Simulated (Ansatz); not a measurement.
# AlCl2FH2O: two geometries relaxed

Are the two ends of the reaction (exchange4) separate minima, and which lies lower? Each is relaxed from a guess. Meant to form: Al1–F6, H5–O2; to break: Al1–O2, H5–F6. The start is a guess near the saddle point, from which both ends are pulled out.

All numbers below are computed with Ansatz 0.2.0 (RKS B3LYP-D4/6-31G).

**1. The system as given**

Bond lengths: Al1–O2 2.180 Å, Al1–Cl3 2.016 Å, Al1–Cl4 2.008 Å, Al1–F6 2.112 Å, O2–H7 0.954 Å. Angles: Al1–O2–H7 125.0°, O2–Al1–Cl3 109.0°, O2–Al1–Cl4 105.9°, O2–Al1–F6 68.5°, Cl3–Al1–Cl4 138.3°, Cl3–Al1–F6 106.1°, Cl4–Al1–F6 107.4°.

Coordinates:

```xyz
7

Al    0.0101   -0.8925    0.3015
O    -0.7524    1.1082   -0.1080
Cl   -0.1261   -2.0039   -1.3745
Cl   -0.1527   -1.1465    2.2867
H     0.5177    1.0454   -0.1179
F     1.5789    0.4814   -0.0338
H    -1.0755    1.4078   -0.9540
```

**2. A restrained relaxation towards end A**

Springs on the bonds that form and break draw the guess towards this end; the thresholds are loose.

The input, input.yaml:

```yaml
crystal:
  periodic: [false, false, false]
  atoms:
    - { symbol: Al, position_ang: [0.0101, -0.8925, 0.3015] }
    - { symbol: O, position_ang: [-0.7524, 1.1082, -0.108] }
    - { symbol: Cl, position_ang: [-0.1261, -2.0039, -1.3745] }
    - { symbol: Cl, position_ang: [-0.1527, -1.1465, 2.2867] }
    - { symbol: H, position_ang: [0.5177, 1.0454, -0.1179] }
    - { symbol: F, position_ang: [1.5789, 0.4814, -0.0338] }
    - { symbol: H, position_ang: [-1.0755, 1.4078, -0.954] }
basis:
  gaussian: { orbitals: "6-31G" }
hamiltonian:
  xc: b3lyp
  dispersion: d4
relax:
  f_tol: 0.15
  max_steps: 25
  restrain:
    - { distance: [0, 5], at: 3.08, k: 30.0 }
    - { distance: [4, 1], at: 2.27, k: 30.0 }
    - { distance: [0, 1], at: 1.87, k: 30.0 }
    - { distance: [4, 5], at: 0.88, k: 30.0 }
```

Launch:

```bash
> ansatz run input.yaml --threads 1 --pin off --max-ram 2048MiB --backend cpu --events-out ev --progress --plain --runs-dir out
```

Output (excerpt; [...] marks lines left out):

```text
Warning: RAYON_NUM_THREADS=1 ignored (pool sized by the plan → 1); use --threads N
[...]
Functional definition: B3LYP
[...]
697 factors; integrals over basis functions are off by at most 2.2e-4 eV
[...]
mean field -36440.40653075 eV, -1339.1602398103 hartree, gradient 6.0e-6 eV, S^2 0.000000; 0 other end points of the search recorded, 0 dependent functions left out
[...]
reference -36440.40679127 eV, -1339.1602493843 hartree; 33, 33 occupied and 28, 28 virtual orbitals, 697 factors
relax step   1: F+E_penalty+E_count = -36440.67766879 eV  Δ(F+E_penalty+E_count) = +0.000e0 eV  max|allowed force component| = 4.800e0 eV/Å  E_restraint = 32.02238621 eV  max|allowed force component, restraints' pulls added| = 3.742e1 eV/Å  Δτ_max = 0.0000 Å  (25 SCF iters, accepted)
[...]
relax step   3: F+E_penalty+E_count = -36440.41630322 eV  Δ(F+E_penalty+E_count) = -7.314e-2 eV  max|allowed force component| = 4.258e0 eV/Å  E_restraint = 4.56781267 eV  max|allowed force component, restraints' pulls added| = 1.169e1 eV/Å  Δτ_max = 0.1947 Å  (31 SCF iters, accepted)
[...]
relax step   5: F+E_penalty+E_count = -36440.85226452 eV  Δ(F+E_penalty+E_count) = -2.529e-1 eV  max|allowed force component| = 2.051e0 eV/Å  E_restraint = 0.10144515 eV  max|allowed force component, restraints' pulls added| = 1.306e0 eV/Å  Δτ_max = 0.1944 Å  (29 SCF iters, accepted)
[...]
relax step   9: F+E_penalty+E_count = -36441.01329807 eV  Δ(F+E_penalty+E_count) = -1.461e-2 eV  max|allowed force component| = 1.803e0 eV/Å  E_restraint = 0.08509391 eV  max|allowed force component, restraints' pulls added| = 1.203e-1 eV/Å  Δτ_max = 0.0961 Å  (25 SCF iters, accepted)
  distance Al 0 - F 5 = 3.0680 Å
  distance H 4 - O 1 = 2.2622 Å
  distance Al 0 - O 1 = 1.8144 Å
  distance H 4 - F 5 = 0.9287 Å
697 factors; integrals over basis functions are off by at most 2.3e-4 eV
mean field -36440.76370572 eV, -1339.1733657485 hartree, gradient 2.4e-5 eV, S^2 0.000000; 1 other end points of the search recorded, 0 dependent functions left out
[...]
reference -36440.76397035 eV, -1339.1733754734 hartree; 33, 33 occupied and 28, 28 virtual orbitals, 697 factors
Total energy: -36441.01356270 eV, -1339.1825478232 hartree
Atom 0 at    -0.461714    -0.849301     0.215509 Å, force    -0.108138     1.802874    -0.433313 eV/Å
Atom 1 at    -0.849196     0.877602    -0.183903 Å, force     0.521760    -1.548792     0.267862 eV/Å
Atom 2 at    -0.449995    -2.348114    -1.365440 Å, force     0.005980     0.022946     0.050144 eV/Å
Atom 3 at    -0.211646    -1.344062     2.305640 Å, force     0.016056    -0.015574    -0.007260 eV/Å
Atom 4 at     1.308249     1.536107    -0.011989 Å, force    -1.313183     0.907604    -0.044750 eV/Å
Atom 5 at     2.020541     0.940241    -0.004444 Å, force     0.776061    -1.155415     0.047040 eV/Å
Atom 6 at    -1.356240     1.187428    -0.955374 Å, force     0.101464    -0.013642     0.120277 eV/Å
Dipole moment:    -0.454898     0.476413    -0.346047 e Å
```

Wall time 35 s (1 thread of Arm Neoverse V1, shared host); peak memory 0.15 GiB.

Relaxation path:

```csv
step,energy from step 1 (eV),largest force component (eV/Å)
1,0.0000,4.7999
2,0.3345,4.7112
3,0.2614,4.2583
4,0.0783,3.0275
5,-0.1746,2.0515
6,-0.2422,1.9225
7,-0.3210,1.7714
8x,-0.3051,2.0186
9,-0.3356,1.8029
```

Step 1 is the start. 1 step was tried and not accepted (marked x). Energies and forces in the table leave out the springs, which the log lists apart; the run stops on the force with the springs' pull added.

After: Bond lengths: Al1–O2 1.814 Å, Al1–Cl3 2.179 Å, Al1–Cl4 2.162 Å, H5–F6 0.929 Å, O2–H7 0.974 Å. Angles: Al1–O2–H7 126.0°, O2–Al1–Cl3 119.8°, O2–Al1–Cl4 117.1°, Cl3–Al1–Cl4 122.9°.

Pairs that crossed the distance rule for bonds on the way: came closer H5–F6; moved apart Al1–F6.

**3. Relaxing end A**

It starts where the restrained run ended.

The input, input.yaml:

```yaml
crystal:
  periodic: [false, false, false]
  atoms:
    - { symbol: Al, position_ang: [-0.461714, -0.849301, 0.215509] }
    - { symbol: O, position_ang: [-0.849196, 0.877602, -0.183903] }
    - { symbol: Cl, position_ang: [-0.449995, -2.348114, -1.36544] }
    - { symbol: Cl, position_ang: [-0.211646, -1.344062, 2.30564] }
    - { symbol: H, position_ang: [1.308249, 1.536107, -0.011989] }
    - { symbol: F, position_ang: [2.020541, 0.940241, -0.004444] }
    - { symbol: H, position_ang: [-1.35624, 1.187428, -0.955374] }
basis:
  gaussian: { orbitals: "6-31G" }
hamiltonian:
  xc: b3lyp
  dispersion: d4
relax:
  f_tol: 0.03
  max_steps: 50
```

Launch:

```bash
> ansatz run input.yaml --threads 1 --pin off --max-ram 2048MiB --backend cpu --events-out ev --progress --plain --runs-dir out
```

Output (excerpt; [...] marks lines left out):

```text
Warning: RAYON_NUM_THREADS=1 ignored (pool sized by the plan → 1); use --threads N
[...]
[... 1 set-up line as earlier in the session ...]
[...]
701 factors; integrals over basis functions are off by at most 2.2e-4 eV
[...]
mean field -36440.76368718 eV, -1339.1733650670 hartree, gradient 1.0e-5 eV, S^2 0.000000; 0 other end points of the search recorded, 0 dependent functions left out
[...]
reference -36440.76395221 eV, -1339.1733748066 hartree; 33, 33 occupied and 28, 28 virtual orbitals, 701 factors
relax step   1: F+E_penalty+E_count = -36441.01327955 eV  Δ(F+E_penalty+E_count) = +0.000e0 eV  max|allowed force component| = 1.803e0 eV/Å  Δτ_max = 0.0000 Å  (24 SCF iters, accepted)
[...]
relax step   5: F+E_penalty+E_count = -36441.83487076 eV  Δ(F+E_penalty+E_count) = -4.390e-2 eV  max|allowed force component| = 1.485e0 eV/Å  Δτ_max = 0.1950 Å  (26 SCF iters, accepted)
[...]
mean field -36442.69965110 eV, -1339.2445104290 hartree, gradient 1.5e-5 eV, S^2 0.000000; 1 other end points of the search recorded, 0 dependent functions left out
[...]
reference -36442.69992135 eV, -1339.2445203605 hartree; 33, 33 occupied and 28, 28 virtual orbitals, 703 factors
Total energy: -36442.97341676 eV, -1339.2545711315 hartree
Atom 0 at     0.376948    -0.693111     0.237117 Å, force    -0.015891    -0.008279    -0.003391 eV/Å
Atom 1 at    -0.425464     0.964468    -0.323083 Å, force     0.007118    -0.003902     0.003815 eV/Å
Atom 2 at    -0.192161    -2.101805    -1.343144 Å, force     0.001220     0.002173     0.000223 eV/Å
Atom 3 at    -0.510955    -1.043471     2.210661 Å, force     0.002666     0.002469     0.000332 eV/Å
Atom 4 at     0.176514     1.709990    -0.499160 Å, force    -0.003252     0.005013    -0.002273 eV/Å
Atom 5 at     1.942368    -0.001366     0.167824 Å, force     0.008790     0.003603     0.002060 eV/Å
Atom 6 at    -1.367250     1.165196    -0.450215 Å, force    -0.000651    -0.001078    -0.000766 eV/Å
Dipole moment:    -0.505399     1.266439    -0.415267 e Å
```

Wall time 74 s (1 thread of Arm Neoverse V1, shared host); peak memory 0.16 GiB.

Relaxation path:

| step | energy from step 1 (eV) | largest force component (eV/Å) |
| --- | --- | --- |
| 1 | 0.0000 | 1.8030 |
| 2 | -0.2291 | 1.1155 |
| 3 | -0.4947 | 0.7471 |
| 4 | -0.7777 | 0.5060 |
| 5 | -0.8216 | 1.4850 |
| 6 | -0.9218 | 0.4704 |
| 7 | -0.9782 | 0.5232 |
| 8 | -1.0219 | 1.5297 |
| 9 | -1.1143 | 0.9349 |
| 10 | -1.4303 | 0.9228 |
| 11 | -1.7021 | 0.6998 |
| 12x | -1.5943 | 2.7275 |
| 13 | -1.8031 | 1.0454 |
| 14 | -1.8791 | 0.6385 |
| 15 | -1.9348 | 0.5292 |
| 16 | -1.9507 | 0.2670 |
| 17 | -1.9536 | 0.2841 |
| 18 | -1.9596 | 0.0302 |
| 19 | -1.9599 | 0.0159 |

Step 1 is the start. 1 step was tried and not accepted (marked x).

After: Bond lengths: Al1–O2 1.925 Å, Al1–Cl3 2.192 Å, Al1–Cl4 2.192 Å, O2–H5 0.974 Å, Al1–F6 1.713 Å, O2–H7 0.971 Å. Angles: Al1–O2–H5 117.0°, Al1–O2–H7 128.3°, H5–O2–H7 114.7°, O2–Al1–Cl3 103.6°, O2–Al1–Cl4 103.3°, O2–Al1–F6 91.2°, Cl3–Al1–Cl4 116.2°, Cl3–Al1–F6 117.9°, Cl4–Al1–F6 118.1°.

Pairs that crossed the distance rule for bonds on the way: came closer Al1–F6, O2–H5; moved apart H5–F6.

[end of part 1 of 2]
